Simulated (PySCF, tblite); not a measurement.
# C5H5BF2O2: geometry, infrared bands and NMR shifts

Aim: predict the infrared bands and NMR shifts of C5H5BF2O2 (`O=C[C@@H]1CC(=O)[C@@H]1B(F)F`).

The runs use tblite 0.8.0 and PySCF 2.14.0, with density-fitted response routines of our own; the level of theory stands in each step. All values are computed, except where a source is named. Atoms count from 0, in the outputs and in this text.

**1. Starting geometry**

15 atoms, charge 0, multiplicity 1; geometry from: force field or distance geometry start.

Bonds of the start (Å): O0–C1 1.22, C1–C2 1.49, C2–C3 1.51, C3–C4 1.51, C4–O5 1.22, C4–C6 1.52, C6–B7 1.60, B7–F8 1.45, B7–F9 1.45, C6–C2 1.53, C1–H10 1.09, C2–H11 1.10, C3–H12 1.13, C3–H13 1.11, C6–H14 1.11.

**2. Relaxing the molecule with GFN2-xTB**

Job settings and geometry (Å):

```
{"job": {"kind": "relax", "xc": "GFN2-xTB", "basis": "xTB"}, "charge": 0, "multiplicity": 1}
O      1.397300    -2.304200    -0.030300
C      1.161700    -1.266700     0.576400
C      0.942500     0.014800    -0.161100
C      0.582500     1.193900     0.707500
C     -0.771700     1.408100     0.068800
O     -1.703200     2.193600     0.174400
C     -0.421700     0.218300    -0.816400
B     -1.512600    -0.946000    -0.655800
F     -2.050200    -1.595000    -1.836900
F     -1.944100    -1.394800     0.654500
H      1.152700    -1.298400     1.669600
H      1.768400     0.255100    -0.853700
H      0.459000     0.940700     1.804000
H      1.260300     2.055900     0.551400
H     -0.325300     0.532700    -1.874400
```

Launch:

```sh
$ OMP_NUM_THREADS=1 python probes_run.py task.json out
```

The driver reads the jobs from task.json and runs them one after another.

**Question.** This job is followed by: GFN2-xTB harmonic vibrations, gas phase; GIAO PBE0/pcSseg-1 NMR shielding, non-relativistic, gas phase. What will the session give for the following? strongest single infrared mode (GFN2-xTB); zero-point energy (GFN2-xTB); ¹³C shifts against TMS (PBE0/pcSseg-1); ¹H shifts against TMS (PBE0/pcSseg-1); ¹⁷O shifts against H2O (PBE0/pcSseg-1); ¹¹B shifts against BF3·OEt2 (PBE0/pcSseg-1); ¹⁹F shifts against CFCl3 (PBE0/pcSseg-1, means over atoms taken as alike).

As calculated:

| quantity | value |
| --- | --- |
| strongest single infrared mode (GFN2-xTB) | 1867 cm⁻¹, 554 km/mol |
| zero-point energy (GFN2-xTB) | 61.4 kcal/mol |
| ¹³C shifts against TMS (PBE0/pcSseg-1) | 222.7, 199.9, 56.9, 51.3, 43.8 ppm |
| ¹H shifts against TMS (PBE0/pcSseg-1) | 9.71, 3.49, 3.28, 3.04, 2.96 ppm |
| ¹⁷O shifts against H2O (PBE0/pcSseg-1) | 644.4, 549.4 ppm |
| ¹¹B shifts against BF3·OEt2 (PBE0/pcSseg-1) | 14.2 ppm |
| ¹⁹F shifts against CFCl3 (PBE0/pcSseg-1, means over atoms taken as alike) | -125.1 ppm |

**Reading.** Relaxing lowered the energy by 1.539 eV in 169 steps; the close pair that moved most is B7–F9, from 1.451 to 1.340 Å. All 39 modes are real, so the xTB geometry is a minimum. The strongest single mode, at 1867 cm⁻¹, moves mainly C4 and O5. GFN2-xTB is a fitted tight-binding method: band positions and strengths are rough. Its intensities can rank the bands wrongly. The most deshielded carbon is C1 (aldehyde carbonyl carbon), at 222.7 ppm: the double bond to the heteroatom, with no lone-pair donor beside it, deshields it most. The most deshielded hydrogen is H10 (hydrogen on an aldehyde carbonyl carbon), at 9.71 ppm: the formyl region, downfield of aromatic protons. At PBE0/pcSseg-1: Shielding is most anisotropic at O5 (span 1110 ppm, paramagnetic term -705 ppm).
